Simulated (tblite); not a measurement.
# C4H5F3SSi: the cost of one run

Computed with tblite 0.8.0 and PySCF 2.14.0, with density-fitted response routines of our own, on a single molecule in the gas phase. Atoms count from 0, in the outputs and in this text.

### Step 1. The molecule as given

14 atoms, charge 0, multiplicity 1; geometry from: force field or distance geometry start.

Bonds of the start (Å): C0–C1 1.45, C1–C2 1.21, C2–Si3 1.88, Si3–S4 2.17, Si3–C5 1.84, C5–F6 1.35, C5–F7 1.37, C5–F8 1.36, C0–H9 1.10, C0–H10 1.10, C0–H11 1.10, Si3–H12 1.48, S4–H13 1.33.

### Step 2. Optimising the geometry with GFN2-xTB

Job settings and geometry (Å):

```
{"job": {"kind": "relax", "xc": "GFN2-xTB", "basis": "xTB"}, "charge": 0, "multiplicity": 1}
C     -3.167100     0.061200     0.203800
C     -1.749000     0.059600    -0.111300
C     -0.560500     0.047800    -0.352000
Si     1.272400     0.068100    -0.767600
S      1.841300     2.156600    -0.718500
C      2.297500    -0.937800     0.376600
F      1.928000    -2.239600     0.392900
F      3.622600    -0.909400     0.039300
F      2.231100    -0.493100     1.661400
H     -3.446600     0.947900     0.794500
H     -3.772700     0.070700    -0.715800
H     -3.459000    -0.825500     0.783800
H      1.422900    -0.371100    -2.168800
H      1.538300     2.364100     0.559500
```

The run is started by

```console
$ OMP_NUM_THREADS=1 python probes_run.py task.json out
```

The driver reads the jobs from task.json and runs them one after another.

**Question.** How long does this first job take on 1 thread of Arm Neoverse N1, shared host, and how much memory does it need?

About 1.3 s, with a peak of 0.18 GiB.
